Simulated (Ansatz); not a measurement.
# CHClI, SMILES Cl[CH]I: harmonic frequencies at the relaxed geometry

Computed with Ansatz's Python interface.

Interactive session:
```pycon
>>> from dataclasses import dataclass
>>> import ansatz
>>> import numpy as np
>>> @dataclass
... class Options:
...     basis: str = "def2-SVP"
...     functional: str = "B3LYP"
...
>>> settings = Options()
>>> GEOMETRY = """
... Cl   -1.51370    0.08040   -0.57490
... C     0.05330    0.15700   -0.04620
... I     0.88230   -1.40720    0.83930
... H     0.63360    1.10950   -0.23860
... """
>>> system = ansatz.Crystal.molecule()
>>> for line in GEOMETRY.strip().splitlines():
...     symbol, *xyz = line.split()
...     system = system.atom(symbol, [float(v) for v in xyz])
...
>>> base = (
...     system.calculation()
...     .basis(gaussian=settings.basis)
...     .functional(settings.functional)
...     .spin("collinear", total=1)
...     .accuracy("medium")
...     .scf(lower_state_search="standard")
... )
>>> symbols = [site.symbol for site in system.cartesian_sites]
>>> start = np.array([site.position_ang for site in system.cartesian_sites], dtype=float)
>>> rep = base.relax(force_tolerance=0.003).run().report

>>> end = np.array(rep["positions_ang"])
>>> print("bond        before    after (A)")
bond        before    after (A)
>>> for i, j in [(0, 1), (1, 2), (1, 3)]:
...     d0, d1 = (np.linalg.norm(xyz[i] - xyz[j]) for xyz in (start, end))
...     print(f"{symbols[i]}{i}-{symbols[j]}{j}".ljust(10), f"{d0:8.4f} {d1:8.4f}")
...
Cl0-C1       1.6556   1.7092
C1-I2        1.9794   2.0869
C1-H3        1.1318   1.0926
>>> for i, j, k in [(0, 1, 2), (0, 1, 3), (2, 1, 3)]:
...     u, v = end[i] - end[j], end[k] - end[j]
...     print(f"angle {symbols[i]}{i}-{symbols[j]}{j}-{symbols[k]}{k}: {np.degrees(np.arccos(np.clip(u @ v / np.linalg.norm(u) / np.linalg.norm(v), -1, 1))):.2f} deg")
...
angle Cl0-C1-I2: 121.48 deg
angle Cl0-C1-H3: 116.74 deg
angle I2-C1-H3: 116.67 deg
>>> # same settings at the minimum
>>> minimum = ansatz.Crystal.molecule()
>>> for symbol, xyz in zip(symbols, end):
...     minimum = minimum.atom(symbol, xyz.tolist())
...
>>> vibrating = (
...     minimum.calculation()
...     .basis(gaussian=settings.basis)
...     .functional(settings.functional)
...     .spin("collinear", total=1)
...     .accuracy("medium")
...     .scf(lower_state_search="standard")
...     .phonons(temperatures=(100, 500, 100))
... )
>>> vib = vibrating.run().report["vibrations"]
>>> sums = vib["harmonic_sums"]
>>> modes = [m["omega_inv_cm"] for m in sums["modes_at_gamma"] if m["rigid_motion"] == "no"]
>>> for number, w in enumerate(modes, start=1):
...     print(f"mode {number:2d} {w:9.1f} 1/cm {w / 8065.544 * 1000:8.2f} meV")
...
mode  1     208.2 1/cm    25.81 meV
mode  2     357.5 1/cm    44.33 meV
mode  3     576.6 1/cm    71.49 meV
mode  4     845.1 1/cm   104.78 meV
mode  5    1173.3 1/cm   145.47 meV
mode  6    3209.0 1/cm   397.87 meV
>>> print("imaginary modes:", sum(w < 0 for w in modes), " zero-point energy:", round(sums["zero_point_energy_ev"], 4), "eV")
imaginary modes: 0  zero-point energy: 0.3949 eV
>>> print("T (K)   F_vib (eV)   S_vib (meV/K)   C_vib (meV/K)")
T (K)   F_vib (eV)   S_vib (meV/K)   C_vib (meV/K)
>>> for row in zip(sums["temperatures_k"], sums["vibrational_free_energy_ev"], vib["entropy_ev_per_k"], vib["heat_capacity_ev_per_k"]):
...     print(f"{row[0]:6.1f} {row[1]:11.4f} {1000 * row[2]:13.4f} {1000 * row[3]:15.4f}")
...
 100.0      0.3944        0.0213          0.0579
 200.0      0.3888        0.0929          0.1556
 300.0      0.3756        0.1707          0.2298
 400.0      0.3548        0.2446          0.2838
 500.0      0.3269        0.3123          0.3220
```

The settings weren't tested for convergence. The frequencies are harmonic and unscaled, in a modest basis. The result belongs to the one conformer reached from this start, and soft torsions count as harmonic oscillators. def2 sets replace the cores of elements past krypton by effective core potentials. The species is open-shell (spin multiplicity 2). b3lyp holds the VWN-RPA fit, as in Gaussian; the form of ORCA and Turbomole is b3lyp5. Hardware and time: 85 s on 1 thread of Arm Neoverse V2, with other jobs on the host, peak memory 0.25 GiB.

(Lines on the test bed's own set-up are left out of the output.)
